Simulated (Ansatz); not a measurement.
# Cl2F2Zr: the cost of one run

Program: Ansatz 0.2.0. Level of theory: RKS PBE0-D4/def2-SVP. These are calculated values, not measurements.

## (1) The starting structure

Bond lengths: Zr1–F2 1.980 Å, Zr1–F3 1.980 Å, Zr1–Cl4 2.518 Å, Zr1–Cl5 2.518 Å. Angles: F2–Zr1–F3 109.4°, F2–Zr1–Cl4 109.5°, F2–Zr1–Cl5 109.5°, F3–Zr1–Cl4 109.5°, F3–Zr1–Cl5 109.5°, Cl4–Zr1–Cl5 109.5°.

Coordinates:

```xyz
5

Zr    0.0000    0.0000    0.0000
F     0.0000    0.0000    1.9800
F     1.8671    0.0000   -0.6593
Cl   -1.1869    2.0563   -0.8392
Cl   -1.1869   -2.0563   -0.8392
```

## (2) Preparing the start

Contents of input.yaml:

```yaml
crystal:
  periodic: [false, false, false]
  atoms:
    - { symbol: Zr, position_ang: [0.0, 0.0, 0.0] }
    - { symbol: F, position_ang: [0.0, 0.0, 1.98] }
    - { symbol: F, position_ang: [1.8671, 0.0, -0.6593] }
    - { symbol: Cl, position_ang: [-1.1869, 2.0563, -0.8392] }
    - { symbol: Cl, position_ang: [-1.1869, -2.0563, -0.8392] }
basis:
  gaussian: { orbitals: def2-SVP }
hamiltonian:
  xc: pbe0
  dispersion: d4
relax:
  f_tol: 0.02
  max_steps: 40
```

Run with:

```sh
> ansatz run input.yaml --threads 2 --pin off --max-ram 3072MiB --backend cpu --events-out ev --progress --plain --runs-dir out
```

What time and memory should one allow on 2 threads of AMD EPYC 7R43 (Zen 3), shared host?

About 14 s, with a peak of 0.22 GiB.
